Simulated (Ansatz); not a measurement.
# C3H11AlSe: small, medium and large basis sets

Aim: see how fast density functionals converge with the basis set for C3H11AlSe.

Program: Ansatz 0.2.0, Gaussian basis. Level of theory: one geometry, several basis sets. These are calculated values, not measurements.

Levels to be run: PBE0-D4/def2-SVP; ωB97M-V/def2-SVP; PBE0-D4/def2-QZVPP; ωB97M-V/def2-QZVPP; the functionals' def2-TZVPP values are taken from earlier runs.

## Step 1: The geometry

The geometry comes from an earlier relaxation with PBE0-D4 in a triple-zeta def2 set; it is a stationary point, not always the lowest conformer.

SMILES `[CH3][Al-]([CH3])([CH3])[SeH2+]`, 16 atoms, charge 0, spin multiplicity 1.

Atoms are counted from 1 here; the program's logs count them from 0.

Bond lengths: C1–Al2 1.973 Å, C1–H6 1.097 Å, C1–H7 1.095 Å, C1–H8 1.095 Å, Al2–C3 1.972 Å, Al2–C4 1.972 Å, Al2–Se5 2.741 Å, C3–H9 1.097 Å, C3–H10 1.095 Å, C3–H11 1.095 Å, C4–H12 1.095 Å, C4–H13 1.095 Å, C4–H14 1.097 Å, Se5–H15 1.469 Å, Se5–H16 1.469 Å. Angles: Al2–C1–H6 110.2°, Al2–C1–H7 112.8°, Al2–C1–H8 112.8°, H6–C1–H7 106.4°, H6–C1–H8 106.4°, H7–C1–H8 107.7°, C1–Al2–C3 118.4°, C1–Al2–C4 118.3°, C1–Al2–Se5 99.1°, C3–Al2–C4 118.7°, C3–Al2–Se5 96.2°, C4–Al2–Se5 96.2°, Al2–C3–H9 109.9°, Al2–C3–H10 113.0°, Al2–C3–H11 113.0°, H9–C3–H10 106.5°, H9–C3–H11 106.3°, H10–C3–H11 107.7° and more.

## Step 2: PBE0-D4 in def2-SVP

File in.yaml:

```yaml
crystal:
  periodic: [false, false, false]
  atoms:
    - {symbol: C, position_ang: [-1.149079, 0.705225, -1.377556]}
    - {symbol: Al, position_ang: [0.170836, -0.185059, -0.212726]}
    - {symbol: C, position_ang: [2.015921, 0.511786, -0.184407]}
    - {symbol: C, position_ang: [-0.137988, -2.068935, 0.283489]}
    - {symbol: Se, position_ang: [-0.584566, 0.883545, 2.195868]}
    - {symbol: H, position_ang: [-1.003862, 0.396290, -2.419701]}
    - {symbol: H, position_ang: [-1.061073, 1.796556, -1.362753]}
    - {symbol: H, position_ang: [-2.182566, 0.451060, -1.120127]}
    - {symbol: H, position_ang: [2.555275, 0.176701, -1.078548]}
    - {symbol: H, position_ang: [2.592734, 0.158468, 0.676315]}
    - {symbol: H, position_ang: [2.060866, 1.605847, -0.189549]}
    - {symbol: H, position_ang: [-1.185526, -2.283721, 0.519193]}
    - {symbol: H, position_ang: [0.468353, -2.390898, 1.136163]}
    - {symbol: H, position_ang: [0.130335, -2.724334, -0.553847]}
    - {symbol: H, position_ang: [-0.686064, 2.269850, 1.721993]}
    - {symbol: H, position_ang: [-2.026393, 0.675015, 2.010494]}
basis:
  gaussian: {orbitals: def2-SVP}
hamiltonian: {xc: pbe0, dispersion: d4}
output: {orbitals: {seedname: orbitals}}
```

Run with:

```sh
$ ansatz run in.yaml --threads 4 --pin off --events-out ev --progress --plain --max-ram 11315MiB
```

After this run come: ωB97M-V in def2-SVP; PBE0-D4 in def2-QZVPP; ωB97M-V in def2-QZVPP.

Before running them: what should the planned runs give, taken together? Wanted: PBE0-D4: double and triple zeta above quadruple; ωB97M-V: double and triple zeta above quadruple.

As calculated:

```
                                       quantity           value
PBE0-D4: double and triple zeta above quadruple  15.77, 1.79 eV
ωB97M-V: double and triple zeta above quadruple  15.96, 1.73 eV
```

What this shows: PBE0-D4 gains 13.98 eV from double to triple zeta, then 1.79 eV more. Total energies overstate the basis error of differences, where much of it tends to cancel. The LUMO of ωB97M-V is positive and keeps falling with the basis (1.46 to 0.80 eV): an unbound level that the basis holds in place.
